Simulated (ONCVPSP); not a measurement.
# Cl: generating and testing an ONCV potential

Aim: build the potential from the settings below, then test how well it stands in for the atom: other configurations, scattering, ghost states and the plane-wave cutoff that it needs.

Program: ONCVPSP 4.0.1.1 (patched build). Reference atom: LDA (Perdew-Wang 92), scalar-relativistic, spherical and spin-unpolarised. All values are calculated.

### Step 1. Starting point

Typed settings, in words:

```
element                 : chlorine (Cl, Z = 17)
type                    : optimised norm-conserving Vanderbilt (ONCV)
frozen core             : [He]
valence charge          : 15
reference configuration : 2s2 2p6 3s2 3p5
partial waves           : 2s+3s: rc 0.75 bohr, ncon 5, nbas 9, qcut 14.5 1/bohr, 3 projectors, debl 1.1 Ha; 2p+3p: rc 0.80 bohr, ncon 4, nbas 7, qcut 17.1 1/bohr, 2 projectors; d scattering state at 0.42 Ha: rc 0.75 bohr, ncon 5, nbas 9, qcut 14.1 1/bohr, 2 projectors, debl 3.2 Ha
local potential         : polynomial inside 0.55 bohr (lpopt 5, dvloc0 2 Ha)
core correction         : not asked for
```

### Step 2. The generation run

Input file Cl.dat:

```
# ATOM AND REFERENCE CONFIGURATION
# atsym  z   nc   nv     iexc    psfile
  Cl 17.00    1    4  -001012      upf
#
#   n    l    f
    1    0    2.00
    2    0    2.00
    2    1    6.00
    3    0    2.00
    3    1    5.00
#
# PSEUDOPOTENTIAL AND OPTIMIZATION
# lmax
    2
#
#   l,   rc,      ep,       ncon, nbas, qcut
    0    0.75    0.00    5    9   14.50
    1    0.80    0.00    4    7   17.10
    2    0.75    0.42    5    9   14.10
#
# LOCAL POTENTIAL
# lloc, lpopt,  rc(5),   dvloc0
    4    5    0.55    2.00
#
# VANDERBILT-KLEINMAN-BYLANDER PROJECTORs
# l, nproj, debl
    0    3    1.10
    1    2    2.50
    2    2    3.20
#
# MODEL CORE CHARGE
# icmod, fcfact, rcfact
    0    0.00    0.00
#
# LOG DERIVATIVE ANALYSIS
# epsh1, epsh2, depsh
  -11.00    5.00    0.04
#
# OUTPUT GRID
# rlmax, drl
    6.00    0.01
#
# TEST CONFIGURATIONS
# ncnf
    4
# nvcnf
#   n    l    f
    4
    2    0    2.00
    2    1    6.00
    3    0    2.00
    3    1    4.00
#
    4
    2    0    2.00
    2    1    6.00
    3    0    2.00
    3    1    3.00
#
    4
    2    0    2.00
    2    1    6.00
    3    0    2.00
    3    1    2.00
#
    4
    2    0    2.00
    2    1    6.00
    3    0    1.00
    3    1    6.00
#
```

Started as:

```console
oncvpsp.x < Cl.dat > Cl.out
```

Q: Predict the outcome of this session. Wanted: cutoffs for 1 and 0.1 mHa per electron, occupied waves; bound ghosts; GHOST(+) flags; largest test error; largest phase difference near zero energy, channels read.

**Answer**, as computed:

```
                                                quantity                                     value
  cutoffs for 1 and 0.1 mHa per electron, occupied waves                         126 Ha and 140 Ha
                                            bound ghosts                                none found
                                          GHOST(+) flags  s at 1416 eV, s at 4840 eV, s at 8848 eV
                            largest test error (AE − PS)              +12 meV, for 2s2 2p6 3s2 3p2
largest phase difference near zero energy, channels read                                 0.000 rad
```

In words: By total energies transferability is good: the largest error is 12 meV on 77.9 eV, for 2s2 2p6 3s2 3p2. The potential is very hard: the looser tolerance needs 126 Ha. It is free of bound ghosts as far as tested. Near zero energy the phases of the channels with partial waves agree within 0.001 rad. The program also flags highly localised states, GHOST(+) (s).
